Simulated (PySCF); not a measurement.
# [Pb(CN)]+: forces at shaken geometries

Aim: move all atoms of relaxed [Pb(CN)]+ at random and read energies and forces. The structure is generated, not taken from experiment.

The runs use PySCF 2.14.0; BP86, Pb def2-SVP with ECP60, C def2-SVP, N def2-SVP; scalar-relativistic core potentials, no spin–orbit coupling.

2 further runs of the same task are left out: 1 for a known fault of the program, 1 that didn't finish.

**1. Where the work starts**

3 atoms, charge 1, spin multiplicity 1.

Bond lengths: Pb1–C2 2.239 Å, C2–N3 1.183 Å. Angles: Pb1–C2–N3 180.0°.

Geometry (Å):

```xyz
3
CNPb
Pb    0.0000    0.0000   -0.2216
C     0.0000    0.0000    2.0177
N     0.0000    0.0000    3.2012
```

Formal oxidation states: Pb +2. An earlier session relaxed this geometry at BP86, Pb def2-SVP with ECP60, C def2-SVP, N def2-SVP (singlet, point group C∞v).

Its energy there is -285.491686 Eh.

**2. Atoms moved at random, σ = 0.15 Å**

run.py (the lines that set the calculation) reads:

```python
mol = gto.M(atom='''
Pb    -0.11371    -0.13792    -0.31215
C      0.02640    -0.10517     1.95309
N      0.08731     0.24309     3.35633''',
    basis={'Pb': 'def2-SVP', 'C': 'def2-SVP', 'N': 'def2-SVP'},
    ecp={'Pb': 'def2-SVP'},
    charge=1, spin=0)
mf = dft.RKS(mol, xc='B88,P86')
mf.grids.atom_grid = (50, 194)
mf = mf.density_fit()  # fitting sets: Pb def2-universal-JKFIT, C def2-universal-JKFIT, N def2-universal-JKFIT
mf.conv_tol = 1e-08; mf.max_cycle = 55
mf.kernel(dm0)  # dm0: the density of the relaxed state
```

Launch:

```
OMP_NUM_THREADS=2 python run.py
```

The program printed:

```text
init E= -285.022265714683
  HOMO = -0.666348872615359  LUMO = -0.517583778220515  gap/eV = 4.04810
cycle= 1 E= -285.251698066387  delta_E= -0.229  |g|= 0.693  |ddm|= 1.14
  HOMO = -0.328610639919447  LUMO = -0.300347023356157  gap/eV = 0.76909
cycle= 2 E= -279.52045607826  delta_E= 5.73  |g|= 2.89  |ddm|= 3.98
  HOMO = -0.456039548660728  LUMO = -0.350681895143568  gap/eV = 2.86693
cycle= 3 E= -285.230469201634  delta_E= -5.71  |g|= 0.861  |ddm|= 3.75
  HOMO = -0.437385801562159  LUMO = -0.370789720233086  gap/eV = 1.81217
cycle= 4 E= -285.173879929173  delta_E= 0.0566  |g|= 0.957  |ddm|= 1.11
  HOMO = -0.46025148409211  LUMO = -0.380933240371821  gap/eV = 2.15836
cycle= 5 E= -285.411606862764  delta_E= -0.238  |g|= 0.0595  |ddm|= 0.647
  HOMO = -0.463351449709876  LUMO = -0.377867505436129  gap/eV = 2.32614
cycle= 6 E= -285.41302714138  delta_E= -0.00142  |g|= 0.0247  |ddm|= 0.0948
  HOMO = -0.464124442122673  LUMO = -0.378670017002112  gap/eV = 2.32533
cycle= 7 E= -285.413155692952  delta_E= -0.000129  |g|= 0.00758  |ddm|= 0.0198
  HOMO = -0.463867504506335  LUMO = -0.378591829444988  gap/eV = 2.32047
cycle= 8 E= -285.413168924069  delta_E= -1.32e-05  |g|= 0.00242  |ddm|= 0.00575
  HOMO = -0.463821838227122  LUMO = -0.378595747006402  gap/eV = 2.31912
cycle= 9 E= -285.413170022311  delta_E= -1.1e-06  |g|= 0.00112  |ddm|= 0.00123
  HOMO = -0.463837453627398  LUMO = -0.378599494558423  gap/eV = 2.31944
cycle= 10 E= -285.413170333093  delta_E= -3.11e-07  |g|= 0.000148  |ddm|= 0.00066
  HOMO = -0.46383702116264  LUMO = -0.378599696097648  gap/eV = 2.31943
cycle= 11 E= -285.413170338294  delta_E= -5.2e-09  |g|= 2.52e-05  |ddm|= 0.000124
  HOMO = -0.463829261503642  LUMO = -0.378601038379313  gap/eV = 2.31918
Extra cycle  E= -285.413170327224  delta_E= 1.11e-08  |g|= 0.000201  |ddm|= 0.000177
converged SCF energy = -285.413170327224
```

Run time: 0.9 s. Hardware: 2 threads of Arm Neoverse V2, shared host.

Result: E = -285.413170 Eh (+2.137 eV from the relaxed state), HOMO -12.62 eV, LUMO -10.30 eV, Mulliken charge on Pb1 +1.16 e, largest force component 11.665 eV/Å. 

| atom | Fx | Fy | Fz (eV/Å) |
| --- | --- | --- | --- |
| Pb1 | 0.020 | -0.009 | 0.313 |
| C2 | 0.485 | 2.923 | 11.351 |
| N3 | -0.506 | -2.914 | -11.665 |

**3. Atoms moved at random, σ = 0.03 Å**

run.py (the lines that set the calculation): that of step 2 with these lines changed.

```diff
@@ -1,5 +1,5 @@
 mol = gto.M(atom='''
-Pb    -0.11371    -0.13792    -0.31215
-C      0.02640    -0.10517     1.95309
-N      0.08731     0.24309     3.35633''',
+Pb    -0.03017     0.00568    -0.23270
+C      0.01147     0.00627     2.02181
+N      0.01869    -0.01194     3.20816''',
     basis={'Pb': 'def2-SVP', 'C': 'def2-SVP', 'N': 'def2-SVP'},
```

Launch:

```
OMP_NUM_THREADS=2 python run.py
```

The program printed:

```text
init E= -285.481458895052
  HOMO = -0.482606418278715  LUMO = -0.384101947122544  gap/eV = 2.68044
cycle= 1 E= -285.491526275312  delta_E= -0.0101  |g|= 0.0137  |ddm|= 0.0575
  HOMO = -0.474053460525566  LUMO = -0.382309957737472  gap/eV = 2.49647
cycle= 2 E= -285.491036635909  delta_E= 0.00049  |g|= 0.0377  |ddm|= 0.0696
  HOMO = -0.478645529988773  LUMO = -0.381552983507375  gap/eV = 2.64202
cycle= 3 E= -285.491566375812  delta_E= -0.00053  |g|= 0.0138  |ddm|= 0.0484
  HOMO = -0.478439305941119  LUMO = -0.381659004964549  gap/eV = 2.63353
cycle= 4 E= -285.491611682191  delta_E= -4.53e-05  |g|= 0.00149  |ddm|= 0.01
  HOMO = -0.478482236578174  LUMO = -0.381751706695298  gap/eV = 2.63217
cycle= 5 E= -285.491612333403  delta_E= -6.51e-07  |g|= 0.000193  |ddm|= 0.00283
  HOMO = -0.478492935520284  LUMO = -0.381755512663249  gap/eV = 2.63236
cycle= 6 E= -285.491612347023  delta_E= -1.36e-08  |g|= 5.87e-05  |ddm|= 0.000412
  HOMO = -0.478494736778204  LUMO = -0.381755932772193  gap/eV = 2.63240
cycle= 7 E= -285.491612348284  delta_E= -1.26e-09  |g|= 9.81e-06  |ddm|= 0.000108
  HOMO = -0.478500282451389  LUMO = -0.381756418026184  gap/eV = 2.63253
Extra cycle  E= -285.491612348028  delta_E= 2.56e-10  |g|= 2.96e-05  |ddm|= 4.08e-05
converged SCF energy = -285.491612348028
```

Run time: 0.7 s. Hardware: 2 threads of Arm Neoverse V2, shared host.

Read off: E = -285.491612 Eh (+0.002 eV from the relaxed state), HOMO -13.02 eV, LUMO -10.39 eV, Mulliken charge on Pb1 +1.21 e, largest force component 0.312 eV/Å. 

| atom | Fx | Fy | Fz (eV/Å) |
| --- | --- | --- | --- |
| Pb1 | 0.005 | 0.002 | 0.192 |
| C2 | -0.007 | -0.012 | 0.120 |
| N3 | 0.002 | 0.009 | -0.312 |

**4. Atoms moved at random, σ = 0.03 Å**

run.py (the lines that set the calculation): that of step 3 with these lines changed.

```diff
@@ -1,5 +1,5 @@
 mol = gto.M(atom='''
-Pb    -0.03017     0.00568    -0.23270
-C      0.01147     0.00627     2.02181
-N      0.01869    -0.01194     3.20816''',
+Pb     0.00092    -0.01116    -0.24189
+C      0.01097    -0.02224     2.03404
+N     -0.01189     0.03340     3.20512''',
     basis={'Pb': 'def2-SVP', 'C': 'def2-SVP', 'N': 'def2-SVP'},
```

Launch:

```
OMP_NUM_THREADS=2 python run.py
```

The program printed:

```text
init E= -285.483731261635
  HOMO = -0.476852374881258  LUMO = -0.382267634257559  gap/eV = 2.57378
cycle= 1 E= -285.491077070715  delta_E= -0.00735  |g|= 0.0112  |ddm|= 0.125
  HOMO = -0.473910029919395  LUMO = -0.382501801584997  gap/eV = 2.48734
cycle= 2 E= -285.490970909861  delta_E= 0.000106  |g|= 0.0211  |ddm|= 0.0494
  HOMO = -0.475408756712747  LUMO = -0.382331015062711  gap/eV = 2.53277
cycle= 3 E= -285.491120225811  delta_E= -0.000149  |g|= 0.00575  |ddm|= 0.0277
  HOMO = -0.476048405550607  LUMO = -0.382313753804644  gap/eV = 2.55065
cycle= 4 E= -285.491122066573  delta_E= -1.84e-06  |g|= 0.00442  |ddm|= 0.00697
  HOMO = -0.475668269470322  LUMO = -0.382400519887162  gap/eV = 2.53794
cycle= 5 E= -285.491127988025  delta_E= -5.92e-06  |g|= 0.000238  |ddm|= 0.00415
  HOMO = -0.475675462021732  LUMO = -0.382385589117361  gap/eV = 2.53855
cycle= 6 E= -285.49112800278  delta_E= -1.48e-08  |g|= 5.77e-05  |ddm|= 0.000371
  HOMO = -0.475674174604237  LUMO = -0.382387170913237  gap/eV = 2.53847
cycle= 7 E= -285.491128003949  delta_E= -1.17e-09  |g|= 8.95e-06  |ddm|= 0.000112
  HOMO = -0.475676851258084  LUMO = -0.38238753123629  gap/eV = 2.53853
Extra cycle  E= -285.491128003901  delta_E= 4.82e-11  |g|= 1.48e-05  |ddm|= 3.55e-05
converged SCF energy = -285.491128003901
```

It took 0.7 s on 2 threads of Arm Neoverse V2, shared host.

It gives: E = -285.491128 Eh (+0.015 eV from the relaxed state), HOMO -12.94 eV, LUMO -10.41 eV, Mulliken charge on Pb1 +1.22 e, largest force component 1.635 eV/Å. 

| atom | Fx | Fy | Fz (eV/Å) |
| --- | --- | --- | --- |
| Pb1 | 0.006 | -0.011 | 0.438 |
| C2 | 0.010 | -0.030 | -1.635 |
| N3 | -0.016 | 0.041 | 1.197 |

**5. Results**

| σ (Å) | energy rise (eV) | harmonic estimate −½ F·u (eV) | largest force component (eV/Å) |
| --- | --- | --- | --- |
| 0.15 | 2.137 | 1.810 | 11.66 |
| 0.03 | 0.002 | 0.002 | 0.31 |
| 0.03 | 0.015 | 0.014 | 1.63 |

Every displacement raises the energy. For a harmonic well the rise equals −½ F·u; the two differ by at most 15 % here (a move with σ = 0.15 Å), from anharmonicity, the grid and the small forces left at the relaxed point. These are double-zeta-type bases without diffuse functions. Spin–orbit coupling is left out.
